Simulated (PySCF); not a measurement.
# C4H3BCl2: the cost of one run

The runs use PySCF 2.14.0, with density-fitted response routines of our own; the level of theory stands in each step. All values are computed, except where a source is named. Atoms count from 0, in the outputs and in this text.

## (1) The starting structure

10 atoms, charge 0, multiplicity 1; geometry from: GFN2-xTB. The atoms were then displaced at random by about 0.01 Å, so the start is not that level's minimum.

Bonds of the start (Å): C0–C1 1.30, C1–C2 1.39, C2–C3 1.27, C3–B4 1.46, B4–Cl5 1.72, B4–Cl6 1.73, C0–H7 1.11, C0–H8 1.09, C1–H9 1.08.

## (2) Geometry optimisation at PBE0-D3(BJ)/def2-SVP

What the job is given:

```
{"job": {"xc": "PBE0", "basis": "def2-SVP", "d3": "d3bj", "grid": 1, "shake": 0.01, "kind": "geom"}, "charge": 0, "multiplicity": 1}
C     -2.320300     0.021460    -0.175010
C     -1.312960    -0.791040    -0.086940
C      0.007350    -0.348780    -0.096160
C      1.214310     0.032680    -0.087480
B      2.597390     0.508060    -0.091230
Cl     3.902340    -0.585750     0.141090
Cl     2.953590     2.190240    -0.301430
H     -2.181830     1.116400    -0.273180
H     -3.357720    -0.305420    -0.148480
H     -1.451740    -1.858790     0.014160
```

Started as:

```console
> OMP_NUM_THREADS=1 python probes_run.py task.json out
```

One launch serves the whole session: the jobs run in the order shown.

**Question.** How long does this first job take on 1 thread of Arm Neoverse N1, shared host, and how much memory does it need?

About 79 s, with a peak of 0.5 GiB.
